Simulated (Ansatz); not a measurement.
# CO: the cost of one run

All numbers below are computed with Ansatz 0.2.0 (DFT PBE+D3(BJ), plane waves, PAW, scalar-relativistic, no spin polarisation).

### Step 1. The starting structure

The cell holds 16 atoms (C8O8): a = 7.742 Å, b = 7.742 Å, c = 7.742 Å, α = 90.00°, β = 90.00°, γ = 90.00°.

Structure file:

```xyz
16
Lattice="7.7418 0.0000 0.0000 0.0000 7.7418 0.0000 0.0000 0.0000 7.7418" Properties=species:S:1:pos:R:3 pbc="T T T"
O     0.1858    0.2667    6.5883
C     1.0748   -0.0989    5.9563
O     4.0831    3.5856    5.8859
C     3.6269    2.8984    6.6878
O     2.5289    0.8469    3.5110
C     1.6283    0.8456    2.7953
O     4.5693    5.7476    0.5973
C     4.2127    6.0223    1.6559
O     1.9484    5.2455    5.3343
C     1.8596    4.7638    4.2934
O     6.4245    4.4239    6.5456
C     6.4569    3.2804    6.4248
O     4.9463    2.6093    1.2017
C     4.7291    3.3796    2.0279
O     6.6697    6.3953    3.8292
C     5.9455    7.1011    3.2808
```

### Step 2. Relaxing the start

The input, input.yaml:

```yaml
crystal:
  lattice:
    - [7.741753, 0.0, 0.0]
    - [0.0, 7.741753, 0.0]
    - [0.0, 0.0, 7.741753]
  atoms:
    - { symbol: O, position: [0.0240053, 0.0344437, 0.8510095] }
    - { symbol: C, position: [0.1388292, -0.0127798, 0.7693755] }
    - { symbol: O, position: [0.5274105, 0.4631452, 0.7602834] }
    - { symbol: C, position: [0.4684853, 0.3743888, 0.8638634] }
    - { symbol: O, position: [0.3266524, 0.1093896, 0.4535148] }
    - { symbol: C, position: [0.2103226, 0.1092272, 0.3610699] }
    - { symbol: O, position: [0.5902177, 0.7424187, 0.0771469] }
    - { symbol: C, position: [0.5441504, 0.7778972, 0.2138868] }
    - { symbol: O, position: [0.2516727, 0.6775597, 0.689025] }
    - { symbol: C, position: [0.2402007, 0.6153433, 0.5545771] }
    - { symbol: O, position: [0.8298453, 0.5714355, 0.8454935] }
    - { symbol: C, position: [0.8340352, 0.4237276, 0.8298874] }
    - { symbol: O, position: [0.6389163, 0.3370387, 0.1552192] }
    - { symbol: C, position: [0.6108588, 0.4365466, 0.2619416] }
    - { symbol: O, position: [0.8615186, 0.8260798, 0.4946126] }
    - { symbol: C, position: [0.7679787, 0.9172496, 0.4237813] }
basis:
  ecutwfc: 420.0
kpoints:
  mp_grid: { grid: [1, 1, 1] }
hamiltonian:
  xc: pbe
  dispersion: d3bj
scf:
  occupations: { method: fermi_dirac, width: 0.05 }
  lower_state_search: "off"
relax:
  f_tol: 0.3
  max_steps: 15
  adjacent_minimum: "off"
```

Command:

```
$ ansatz run input.yaml --threads 1 --pin off --max-ram 3072MiB --backend cpu --events-out ev --progress --plain --runs-dir out
```

What time and memory should one allow on 1 thread of Arm Neoverse V1, shared host?

About 30 s, with a peak of 0.41 GiB.
